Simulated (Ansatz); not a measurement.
# Ru (Ru, dhcp): the cost of one run

Computed with Ansatz 0.2.0 (DFT PBEsol, plane waves (420 eV) with PAW, scalar-relativistic; the PAW data stem from PBE, with regenerated cores, unless a step says otherwise).

## 1. The system as given

It takes space group P6_3/mmc (No. 194, hexagonal). The conventional cell has a = 2.676 Å, b = 2.676 Å, c = 8.741 Å, α = 90.00°, β = 90.00°, γ = 120.00°. Around Ru (site symmetry -3m) lie 12 Ru at 2.68 Å. Ru (site symmetry -6m2) is surrounded by 12 Ru at 2.68 Å.

Coordinates:

```
Ru
1.0
     2.67630    0.00000    0.00000
    -1.33815    2.31775    0.00000
     0.00000    0.00000    8.74081
Ru
4
Direct
  0.00000 0.00000 0.00000
  0.00000 0.00000 0.50000
  0.33333 0.66667 0.25000
  0.66667 0.33333 0.75000
```

## 2. Relaxing cell and atoms

input.yaml reads:

```yaml
crystal:
  lattice:
    - [2.6763033576, 0.0, 0.0]
    - [-1.3381516788, 2.317746696, 0.0]
    - [0.0, 0.0, 8.7408067661]
  atoms:
    - { symbol: Ru, position: [0.0, 0.0, 0.0] }
    - { symbol: Ru, position: [0.0, 0.0, 0.5] }
    - { symbol: Ru, position: [0.3333333333, 0.6666666667, 0.25] }
    - { symbol: Ru, position: [0.6666666667, 0.3333333333, 0.75] }
hamiltonian:
  xc: pbesol
  pseudopotentials:
    kind: paw
    azcp:
      Ru: "pseudopotentials/Ru.paw.azcp"
basis:
  ecutwfc: 420
  fft_grid_basis: typed
kpoints:
  mp_grid: { grid: [13, 13, 4], shift: [0, 0, 0] }
magnetization:
  spin_polarized: false
scf:
  occupations: { method: fermi_dirac, width: 0.1 }
relax:
  max_steps: 60
  f_tol: 0.01
  cell: {}
```

Command:

```console
> ansatz run input.yaml --threads 2 --pin off --max-ram 5120MiB --backend cpu --events-out ev --progress --plain --runs-dir out
```

What time and memory should one allow on 2 threads of Arm Neoverse V1, shared host?

About 14 s, with a peak of 0.39 GiB.
